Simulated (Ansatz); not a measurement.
Here is an Ansatz 0.2.0 calculation.

input.yaml

```yaml
crystal:
  lattice:
    - [-1.37004, 1.37004, 9.71647]
    - [1.37004, -1.37004, 9.71647]
    - [1.37004, 1.37004, -9.71647]
  atoms:
    - { symbol: Ni, position: [0.19862, 0.19862, 0.0], spin: 1.0 }
    - { symbol: Mo, position: [0.60922, 0.60922, 0.0], spin: 1.0 }
    - { symbol: Pd, position: [0.7931, 0.7931, 0.0] }
    - { symbol: Ir, position: [0.39944, 0.39944, 0.0], spin: 0.6 }
    - { symbol: W, position: [0.99565, 0.99565, 0.0] }
hamiltonian:
  xc: lda
  pseudopotentials: { kind: paw }
magnetization:
  spin_polarized: true
kpoints:
  mp_grid: { grid: [10, 10, 10] }
scf:
  occupations: { method: fermi_dirac, width: 0.05 }
output:
  forces: true
  stress: true
  eigenvalues: true
relax:
  f_tol: 0.01
  max_steps: 40
  cell: { stress_tol: 0.05 }
```

Potentials or basis: Ansatz PAW.

The run is started by

```sh
$ ansatz run input.yaml --threads 8 --pin off --max-ram 20480MiB --backend cpu --events-out ev --progress --plain --runs-dir out
```

Q: Predict the relaxed volume.

A: 13.76 Å³/atom.

Q: Predict the net moment.

A: 0.00 μB per cell.

Step by step:
```tsv
step	energy change (eV)	largest force (eV/Å)	volume (Å³)
1	0.0000	0.2489	72.95
2	-0.1939	0.1406	69.58
3	-0.2028	0.0428	68.71
4	-0.2030	0.0163	68.79
5	-0.2031	0.0022	68.80
6	-0.2019	0.0020	68.80
```

Caveat: the plane-wave basis is chosen anew once the cell has moved, so the energies of steps on either side of that aren't comparable; the PAW data sets come from PBE, with cores solved anew for the run's functional, which leaves a small shift of forces and pressure; the starting moments weren't kept. Spin-orbit coupling is left out, which matters for the levels of Ir, W.
